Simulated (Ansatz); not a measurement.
**C2H5FGeO: one species, many methods**

Aim: compute C2H5FGeO with functionals from several rungs and with coupled cluster, and see how far each lands from CCSD(T) at the basis-set limit for the atomisation energy.

Method: functionals in def2-TZVPP, the program's frozen cores in correlated methods; program: Ansatz 0.2.0, Gaussian basis.

Levels to be run: PBE-D4, r2SCAN-D4, PBE0-D4, B3LYP-D4, ωB97X-V, ωB97M-V, B2PLYP; CCSD(T)/def2-TZVPP; MP2/def2-QZVPP; extrapolation to the limit.

### Step 1. The geometry

The geometry comes from an earlier relaxation with PBE0-D4 in a triple-zeta def2 set; it is a stationary point, not always the lowest conformer.

SMILES `[F][GeH]1[CH2]C[O]1`, 10 atoms, charge 0, spin multiplicity 1.

Atoms are counted from 1 here; the program's logs count them from 0.

Bond lengths: F1–Ge2 1.737 Å, Ge2–C3 1.947 Å, Ge2–O5 1.789 Å, Ge2–H6 1.532 Å, C3–C4 1.544 Å, C3–H7 1.089 Å, C3–H8 1.089 Å, C4–O5 1.442 Å, C4–H9 1.094 Å, C4–H10 1.094 Å. Angles: F1–Ge2–C3 114.2°, F1–Ge2–O5 111.1°, F1–Ge2–H6 104.4°, C3–Ge2–O5 78.0°, C3–Ge2–H6 130.2°, O5–Ge2–H6 116.4°, Ge2–C3–C4 84.5°, Ge2–C3–H7 116.0°, Ge2–C3–H8 114.7°, C4–C3–H7 114.9°, C4–C3–H8 115.2°, H7–C3–H8 109.9°, C3–C4–O5 104.0°, C3–C4–H9 112.4°, C3–C4–H10 112.5°, O5–C4–H9 109.7°, O5–C4–H10 109.5°, H9–C4–H10 108.6° and more.

### Step 2. PBE-D4 (GGA)

Input file in.yaml:

```yaml
crystal:
  periodic: [false, false, false]
  atoms:
    - {symbol: F, position_ang: [-2.066912, 0.651095, 1.400832]}
    - {symbol: Ge, position_ang: [-1.264092, 0.220684, -0.078057]}
    - {symbol: C, position_ang: [0.619248, 0.710903, -0.135447]}
    - {symbol: C, position_ang: [0.864362, -0.801394, 0.055663]}
    - {symbol: O, position_ang: [-0.459726, -1.371444, 0.064012]}
    - {symbol: H, position_ang: [-2.350917, 0.342839, -1.151293]}
    - {symbol: H, position_ang: [0.977601, 1.118228, -1.079679]}
    - {symbol: H, position_ang: [0.949750, 1.341348, 0.688486]}
    - {symbol: H, position_ang: [1.368879, -1.025072, 1.000165]}
    - {symbol: H, position_ang: [1.444907, -1.238388, -0.761779]}
basis:
  gaussian: {orbitals: def2-TZVPP}
hamiltonian: {xc: pbe, dispersion: d4}
output: {forces: true, orbitals: {seedname: orbitals}}
```

Started as:

```console
$ ansatz run in.yaml --threads 4 --pin off --events-out ev --progress --plain --max-ram 10444MiB
```

After this run come: r2SCAN-D4 (meta-GGA); PBE0-D4 (hybrid); B3LYP-D4 (hybrid); ωB97X-V (range-separated); ωB97M-V (range-separated); B2PLYP (double hybrid); CCSD(T) in def2-TZVPP; MP2 in def2-QZVPP.

**Question.** What will the summary of the whole plan be? Wanted: atomisation energy, CCSD(T)/CBS; farthest; mean size of error, hybrid; mean size of error, range-separated; gap, smallest and largest; T1 diagnostic; triples share of the correlation energy.

The runs gave:

| quantity | value |
| --- | --- |
| atomisation energy, CCSD(T)/CBS | 3793.1 kJ/mol |
| functionals within 37.9 kJ/mol (1.0 %) | r2SCAN-D4, PBE0-D4, ωB97X-V, ωB97M-V |
| farthest | PBE-D4 (+71.8 kJ/mol) |
| mean size of error, hybrid | 27.5 kJ/mol |
| mean size of error, range-separated | 9.8 kJ/mol |
| gap, smallest and largest | 5.65 eV (PBE-D4), 12.63 eV (ωB97X-V) |
| T1 diagnostic | 0.0124 |
| triples share of the correlation energy | 3.7 % |

PBE-D4 is off by +71.8 kJ/mol. Double hybrids carry the basis error of their MP2 part in triple zeta, and no dispersion term here, so their miss is partly the set-up's. Misses under about 37.9 kJ/mol are within the doubt on the reference itself, which lacks core-valence correlation, relativity and higher excitations, and its outer-core shells are covered unevenly. Hartree-Fock recovers 71 % of the binding; the rest is correlation. Orbital gaps span 5.6 to 12.6 eV; exact exchange widens them. Correlated methods include outer-core shells of Ge, which these sets cover unevenly.
